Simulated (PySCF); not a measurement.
**GeCl2 (SMILES [Cl][Ge][Cl]): levels of theory compared**

We compute a comparison of 4 runs (HF/STO-3G, HF/def2-SVP, HF/def2-TZVP, HF/def2-TZVPP) of GeCl2. Input form: a Python script.

The results are computed with PySCF 2.14.0.

## (1) The molecule

GeCl2: 3 atoms, total charge 0, spin state singlet. As SMILES, `[Cl][Ge][Cl]`. Geometry: a GFN2-xTB relaxation, a rough one for these elements and not checked as a minimum.

Bond lengths: Ge1–Cl2 2.162 Å, Ge1–Cl3 2.162 Å. Angles: Cl2–Ge1–Cl3 99.5°.

## (2) The polarisability at HF/STO-3G (run 1)

The input, geometry.xyz:

```xyz
3

Ge     0.004890    -0.007110    -0.931180
Cl     1.647840    -0.018820     0.474730
Cl    -1.652730     0.025930     0.456450
```

The input, job.py:

```python
import numpy
from pyscf import gto, scf
from pyscf.prop.polarizability import rhf

mol = gto.Mole()
mol.atom = 'geometry.xyz'
mol.basis = 'sto-3g'
mol.max_memory = 1860
mol.charge = 0
mol.verbose = 3
mol.build()

mf = scf.RHF(mol)
mf.conv_tol = 1e-10
mf.kernel()
if not mf.converged:
    mf = mf.newton().run(mf.mo_coeff, mf.mo_occ)

energy = mf.e_tot
print('E(%s) = %.9f' % ('HF', energy))
pol = rhf.Polarizability(mf)
alpha = pol.polarizability()
print('isotropic polarizability %.4f bohr^3' % (numpy.trace(alpha) / 3))
alpha_w = pol.polarizability_with_freq(freq=0.0774)
beta = pol.hyper_polarizability()
```

Command:

```
OMP_NUM_THREADS=1 python job.py
```

Log:

```text
converged SCF energy = -2961.00327941357
E(HF) = -2961.003279414
isotropic polarizability 22.8518 bohr^3
```

Wall time 2 s (1 thread of Intel Xeon at 2.70GHz, shared host); peak memory 0.11 GiB.

## (3) The polarisability at HF/def2-SVP (run 2)

The input, input.py:

```python
import numpy
from pyscf import gto
from pyscf.prop.polarizability import rhf

mol = gto.Mole()
mol.atom = [
    ('Ge', (0.004890, -0.007110, -0.931180)),
    ('Cl', (1.647840, -0.018820, 0.474730)),
    ('Cl', (-1.652730, 0.025930, 0.456450)),
]
mol.spin = 0
mol.verbose = 4
mol.max_memory = 1860
mol.basis = 'def2-svp'
mol.build()

myscf = mol.RHF()
myscf.conv_tol = 1e-10
myscf.kernel()
if not myscf.converged:
    myscf = myscf.newton().run(myscf.mo_coeff, myscf.mo_occ)

energy = myscf.e_tot
print('Final energy', energy)
pol = rhf.Polarizability(myscf)
alpha = pol.polarizability()
print('isotropic polarizability %.4f bohr^3' % (numpy.trace(alpha) / 3))
alpha_w = pol.polarizability_with_freq(freq=0.0774)
beta = pol.hyper_polarizability()
```

Command:

```
OMP_NUM_THREADS=1 python input.py
```

Log:

```text
PySCF version 2.14.0

[INPUT] num. atoms = 3
[INPUT] num. electrons = 66
[INPUT] charge = 0
[INPUT] spin (= nelec alpha-beta = 2S) = 0
[INPUT] symmetry False subgroup None
[INPUT] Mole.unit = angstrom
[INPUT] Symbol           X                Y                Z      unit          X                Y                Z       unit  Magmom
[INPUT]  1 Ge     0.004890000000  -0.007110000000  -0.931180000000 AA    0.009240760749  -0.013435952746  -1.759675172672 Bohr   0.0
[INPUT]  2 Cl     1.647840000000  -0.018820000000   0.474730000000 AA    3.113966297103  -0.035564645664   0.897109683115 Bohr   0.0
[INPUT]  3 Cl    -1.652730000000   0.025930000000   0.456450000000 AA   -3.123207057852   0.049000598410   0.862565489558 Bohr   0.0

[... 46 lines left out ...]
converged SCF energy = -2993.89746584648
Final energy -2993.8974658464795
[... 2 lines left out ...]
isotropic polarizability 42.6315 bohr^3
```

Run time: 25 s. Hardware: 1 thread of Intel Xeon at 2.70GHz, shared host; peak memory 0.14 GiB.

## (4) The polarisability at HF/def2-TZVP (run 3)

The input, job.py:

```python
# GeCl2
import numpy
from pyscf import gto
from pyscf.prop.polarizability import rhf

molecule = gto.Mole()
molecule.atom = '''
Ge     0.009241    -0.013436    -1.759675
Cl     3.113966    -0.035565     0.897110
Cl    -3.123207     0.049001     0.862565
'''
molecule.verbose = 4
molecule.basis = 'def2-tzvp'
molecule.unit = 'bohr'
molecule.charge = 0
molecule.max_memory = 1860
molecule.build()

mf = molecule.RHF()
mf.conv_tol = 1e-10
mf.kernel()
if not mf.converged:
    mf = mf.newton().run(mf.mo_coeff, mf.mo_occ)

e_tot = mf.e_tot
print('E(%s) = %.9f' % ('HF', e_tot))
pol = rhf.Polarizability(mf)
alpha = pol.polarizability()
print('isotropic polarizability %.4f bohr^3' % (numpy.trace(alpha) / 3))
alpha_w = pol.polarizability_with_freq(freq=0.0774)
beta = pol.hyper_polarizability()
```

Command:

```
OMP_NUM_THREADS=1 python job.py
```

Log:

```text
PySCF version 2.14.0

[INPUT] num. atoms = 3
[INPUT] num. electrons = 66
[INPUT] charge = 0
[INPUT] spin (= nelec alpha-beta = 2S) = 0
[INPUT] symmetry False subgroup None
[INPUT] Mole.unit = bohr
[INPUT] Symbol           X                Y                Z      unit          X                Y                Z       unit  Magmom
[INPUT]  1 Ge     0.004890126606  -0.007110025006  -0.931179908626 AA    0.009241000000  -0.013436000000  -1.759675000000 Bohr   0.0
[INPUT]  2 Cl     1.647839842780  -0.018820187506   0.474730167688 AA    3.113966000000  -0.035565000000   0.897110000000 Bohr   0.0
[INPUT]  3 Cl    -1.652729969386   0.025930212512   0.456449740937 AA   -3.123207000000   0.049001000000   0.862565000000 Bohr   0.0

[... 48 lines left out ...]
converged SCF energy = -2994.48190801305
[... 3 lines left out ...]
isotropic polarizability 50.5629 bohr^3
```

Run time: 5.9 min. Hardware: 1 thread of Intel Xeon at 2.70GHz, shared host; peak memory 0.34 GiB.

## (5) The polarisability at HF/def2-TZVPP (run 4)

The input, start.xyz:

```xyz
3
Cl2Ge
Ge     0.004890    -0.007110    -0.931180
Cl     1.647840    -0.018820     0.474730
Cl    -1.652730     0.025930     0.456450
```

The input, job.py:

```python
import numpy
from pyscf import gto, scf
from pyscf.prop.polarizability import rhf

mol = gto.M(
    atom='start.xyz',
    max_memory=1860,
    basis='def2-tzvpp',
    verbose=4,
)

mf = scf.RHF(mol)
mf.conv_tol = 1e-10
mf.kernel()
if not mf.converged:
    mf = mf.newton().run(mf.mo_coeff, mf.mo_occ)

e_final = mf.e_tot
print(f'total energy: {e_final:.8f} hartree')
pol = rhf.Polarizability(mf)
alpha = pol.polarizability()
print('isotropic polarizability %.4f bohr^3' % (numpy.trace(alpha) / 3))
alpha_w = pol.polarizability_with_freq(freq=0.0774)
beta = pol.hyper_polarizability()
```

Command:

```
OMP_NUM_THREADS=1 python job.py
```

Log:

```text
PySCF version 2.14.0

[INPUT] num. atoms = 3
[INPUT] num. electrons = 66
[INPUT] charge = 0
[INPUT] spin (= nelec alpha-beta = 2S) = 0
[INPUT] symmetry False subgroup None
[INPUT] Mole.unit = angstrom
[INPUT] Symbol           X                Y                Z      unit          X                Y                Z       unit  Magmom
[INPUT]  1 Ge     0.004890000000  -0.007110000000  -0.931180000000 AA    0.009240760749  -0.013435952746  -1.759675172672 Bohr   0.0
[INPUT]  2 Cl     1.647840000000  -0.018820000000   0.474730000000 AA    3.113966297103  -0.035564645664   0.897109683115 Bohr   0.0
[INPUT]  3 Cl    -1.652730000000   0.025930000000   0.456450000000 AA   -3.123207057852   0.049000598410   0.862565489558 Bohr   0.0

[... 48 lines left out ...]
converged SCF energy = -2994.48196560226
total energy: -2994.48196560 hartree
[... 2 lines left out ...]
isotropic polarizability 50.6426 bohr^3
```

Run time: 8 min. Hardware: 1 thread of Intel Xeon at 2.70GHz, shared host; peak memory 0.41 GiB.

## (6) Overview of the runs

| run | level | energy (Eh) | dipole moment (D) | HOMO energy (eV) | LUMO energy (eV) | wall time |
| --- | --- | --- | --- | --- | --- | --- |
| 1 | HF/STO-3G | -2961.003279 | 2.90 | -8.26 | 2.85 | 2 s |
| 2 | HF/def2-SVP | -2993.897466 | 2.08 | -10.35 | 0.13 | 25 s |
| 3 | HF/def2-TZVP | -2994.481908 | 2.06 | -10.46 | 0.05 | 5.9 min |
| 4 | HF/def2-TZVPP | -2994.481966 | 2.06 | -10.46 | 0.05 | 8 min |

Convergence of the dipole moment of singlet GeCl2 with the basis set, against the last point:

| basis set | from the last (D) | wall time |
| --- | --- | --- |
| STO-3G | +0.8438 | 2 s |
| def2-SVP | +0.0220 | 25 s |
| def2-TZVP | +0.0036 | 5.9 min |
| def2-TZVPP | +0.0000 | 8 min |

Convergence of the total energy of singlet GeCl2 with the basis set, against the last point:

| basis set | from the last (mEh) | wall time |
| --- | --- | --- |
| STO-3G | +33478.686 | 2 s |
| def2-SVP | +584.500 | 25 s |
| def2-TZVP | +0.058 | 5.9 min |
| def2-TZVPP | +0.000 | 8 min |

## (7) Outcome

```
                                   quantity           value
                        run 4: total energy  -2994.48197 Eh
                       run 4: dipole moment          2.06 D
                         run 4: HOMO energy       -10.46 eV
                         run 4: LUMO energy         0.05 eV
                       run 4: HOMO–LUMO gap        10.51 eV
          run 4: mean static polarisability      50.6 bohr³
run 4: mean polarisability at ω = 0.0774 Eh      53.0 bohr³
```

What this shows: For the dipole moment of singlet GeCl2 to stay within 0.1 D of the last point, def2-SVP is the first point of the series from which all later ones do (25 s against 8 min). The dipole moment (its size) runs from 2.06 D (HF/def2-TZVPP) to 2.90 D (HF/STO-3G). The HOMO–LUMO gap runs from 10.49 eV (HF/def2-SVP) to 11.10 eV (HF/STO-3G). In run 1 the basis is minimal, so the values are rough. All runs together took 14 min, the longest 8 min.
